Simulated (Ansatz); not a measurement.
Run this with the Ansatz DFT code, driven from Python and show what comes out.

The script reads `ch5bgese.xyz`:
```text
9

B    -0.46970    0.89460   -1.24720
Ge    0.62600   -0.37120   -0.23840
C     0.03140   -0.41570    1.58250
Se   -1.81810   -0.99620    1.76790
H    -0.32650    1.10900   -2.42890
H    -1.37910    1.54390   -0.70580
H     2.13820    0.08310   -0.30540
H     0.52380   -1.76270   -0.86820
H     0.76270   -0.13120    2.42640
```

`scan_ch5bgese.py`:
```python
# -*- coding: utf-8 -*-
import ansatz as az
import numpy as np

ch5bgese = az.Crystal.molecule_from_extxyz("ch5bgese.xyz")

symbols = [site.symbol for site in ch5bgese.cartesian_sites]
start = np.array([site.position_ang for site in ch5bgese.cartesian_sites])
axis = (start[8] - start[2]) / np.linalg.norm(start[8] - start[2])
moving = [8]
lengths, energies = [0.98, 1.06, 1.15, 1.27, 1.44, 1.73, 2.07, 2.54], []
for length in lengths:
    xyz = start.copy()
    xyz[moving] += (length - np.linalg.norm(start[8] - start[2])) * axis
    point = az.Crystal.molecule()
    for symbol, place in zip(symbols, xyz):
        point = point.atom(symbol, place.tolist())
    setup = (
        point.calculation()
        .basis(gaussian="def2-SVP")
        .correlation("mp2")
    )
    summary = setup.run(threads=1).report
    energies.append(summary["free_energy_ev"])
    print(f"r = {length:6.3f} A  E = {energies[-1]:.5f} eV  <S^2> = {abs(summary['mean_field']['state']['spin_squared']):.3f}")

print("energy above the lowest point (eV):", [round(e - min(energies), 3) for e in energies])
```

```console
$ python scan_ch5bgese.py
r =  0.980 A  E = -123556.76565 eV  <S^2> = 0.000
r =  1.060 A  E = -123557.05163 eV  <S^2> = 0.000
r =  1.150 A  E = -123557.03958 eV  <S^2> = 0.000
r =  1.270 A  E = -123556.70817 eV  <S^2> = 0.000
r =  1.440 A  E = -123555.96628 eV  <S^2> = 0.000
r =  1.730 A  E = -123554.61354 eV  <S^2> = 0.000
r =  2.070 A  E = -123553.36685 eV  <S^2> = 0.000
r =  2.540 A  E = -123552.35327 eV  <S^2> = 0.000
energy above the lowest point (eV): [0.286, 0.0, 0.012, 0.343, 1.085, 2.438, 3.685, 4.698]
```

Reading the output:
- Total energies depend on the basis set; only differences at equal settings carry meaning.
- The rest of the molecule is held rigid at a force-field or estimated start geometry, and the basis set is modest; single-reference methods fail as a bond breaks.
- The orbitals are restricted, so S² is zero by construction.
- Toward dissociation an unrestricted state can lie under the restricted one, by tenths of an eV for polar bonds under a functional and by 1 to 2 eV or more for others.
- S² is that of the Hartree-Fock reference.
- Finished in 78 s on 1 thread of Arm Neoverse V1, with other jobs on the host, peak memory 0.46 GiB.

(A comment or docstring line of the script was reworded after the run, the code is as it ran; lines on the test bed's own set-up are left out of the output.)
